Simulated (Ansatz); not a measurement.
# LuSb: a single-point run

The task is a single-point run on LuSb. The structure is shown as the input types it. The cell is built on a prototype (zincblende) and needn't be the phase found in nature.

Method: density functional or hybrid calculation with the settings of its input, plane waves (as first typed), in Ansatz 0.2.0.

5 further runs of the same task are left out: 3 for a known fault of the program, 2 that didn't finish.

### Step 1. The starting structure

Symmetry: F-43m, No. 216, cubic system. The conventional cell has a = 6.804 Å, b = 6.804 Å, c = 6.804 Å, α = 90.00°, β = 90.00°, γ = 90.00°. Lu (site symmetry -43m) is surrounded by 4 Sb at 2.95 Å. Sb (site symmetry -43m) is surrounded by 4 Lu at 2.95 Å.

Structure file:

```
CELL_PARAMETERS angstrom
0.00000 3.40204 3.40204
3.40204 0.00000 3.40204
3.40204 3.40204 0.00000
ATOMIC_POSITIONS crystal
Lu 0.00000 0.00000 0.00000
Sb 0.25000 0.25000 0.25000
```

### Step 2. The calculation

input.yaml reads:

```yaml
crystal:
  lattice:
    - [0.0, 3.4020389083, 3.4020389083]
    - [3.4020389083, 0.0, 3.4020389083]
    - [3.4020389083, 3.4020389083, 0.0]
  atoms:
    - { symbol: Lu, position: [0.0, 0.0, 0.0] }
    - { symbol: Sb, position: [0.25, 0.25, 0.25] }
kpoints:
  mp_grid: { grid: [2, 4, 6] }
hamiltonian:
  xc: pbesol
scf:
  occupations: { method: fixed }
  n_extra_bands: 4
output:
  forces: true
  stress: true
  eigenvalues: true
```

Run with:

```bash
$ ansatz run input.yaml --threads 4 --pin off --max-ram 3686MiB --backend cpu --events-out ev --progress --plain --runs-dir out
```

What happens when this is run?

The program finished normally, with warnings (symmetry narrowed by mesh). Its log warns: «crystal.symmetry: narrowed to the stabiliser of the k-point mesh — unitary ops 24 → 2; excluded 22 operations that carry a point of the 2×4×6 mesh (shift [0, 0 ...»

Look at the input: kpoints.mp_grid.grid is [2, 4, 6]. The mesh doesn't respect the lattice's symmetry: fewer operations survive, and spurious anisotropy appears.

Run again and compare: set kpoints.mp_grid.grid to [4, 4, 4].
